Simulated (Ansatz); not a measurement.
# FH6OPSi: the cost of one run

Method: RKS PBE0-D4/def2-SVP, in Ansatz 0.2.0.

## Step 1: Starting point

Bond lengths: Si1–O2 2.030 Å, O2–H3 1.010 Å, Si1–H4 1.460 Å, Si1–H5 1.459 Å, Si1–F6 1.589 Å, Si1–P7 2.480 Å, P7–H8 1.420 Å, P7–H9 1.420 Å, P7–H10 1.583 Å. Angles (14 of 17 angles, heavy atoms first): O2–Si1–F6 109.5°, O2–Si1–P7 71.6°, F6–Si1–P7 72.8°, Si1–O2–H3 109.5°, O2–Si1–H4 109.5°, O2–Si1–H5 109.5°, H4–Si1–F6 109.5°, H4–Si1–P7 67.2°, H5–Si1–F6 109.5°, H5–Si1–P7 176.6°, Si1–P7–H8 109.5°, Si1–P7–H9 109.5°, Si1–P7–H10 62.8°, H4–Si1–H5 109.5°.

Structure file:

```xyz
10

Si    0.0000    0.0000    0.0000
O     0.0000    0.0000    2.0300
H    -0.9095   -0.2814    2.3671
H     1.3768    0.0000   -0.4862
H    -0.6877    1.1914   -0.4862
F    -0.7489   -1.2974   -0.5295
P     1.2944   -1.9656    0.7820
H     0.4981   -3.1353    0.6631
H     2.4646   -2.1080   -0.0096
H     0.6725   -1.0212    1.8891
```

## Step 2: Pulling towards end A

Springs on the bonds that form and break draw the guess towards this end; the thresholds are loose.

Input file input.yaml:

```yaml
crystal:
  periodic: [false, false, false]
  atoms:
    - { symbol: Si, position_ang: [0.0, 0.0, 0.0] }
    - { symbol: O, position_ang: [0.0, 0.0, 2.03] }
    - { symbol: H, position_ang: [-0.9095, -0.2814, 2.3671] }
    - { symbol: H, position_ang: [1.3768, 0.0, -0.4862] }
    - { symbol: H, position_ang: [-0.6877, 1.1914, -0.4862] }
    - { symbol: F, position_ang: [-0.7489, -1.2974, -0.5295] }
    - { symbol: P, position_ang: [1.2944, -1.9656, 0.782] }
    - { symbol: H, position_ang: [0.4981, -3.1353, 0.6631] }
    - { symbol: H, position_ang: [2.4646, -2.108, -0.0096] }
    - { symbol: H, position_ang: [0.6725, -1.0212, 1.8891] }
basis:
  gaussian: { orbitals: def2-SVP }
hamiltonian:
  xc: pbe0
  dispersion: d4
relax:
  f_tol: 0.15
  max_steps: 25
  restrain:
    - { distance: [0, 6], at: 3.38, k: 30.0 }
    - { distance: [9, 1], at: 2.21, k: 30.0 }
    - { distance: [0, 1], at: 1.68, k: 30.0 }
    - { distance: [9, 6], at: 1.42, k: 30.0 }
```

Started as:

```console
ansatz run input.yaml --threads 2 --pin off --max-ram 3072MiB --backend cpu --events-out ev --progress --plain --runs-dir out
```

**Question.** How long does this run take on 2 threads of AMD EPYC (Zen 3), shared host, and how much memory does it need?

About 66 s, with a peak of 0.2 GiB.
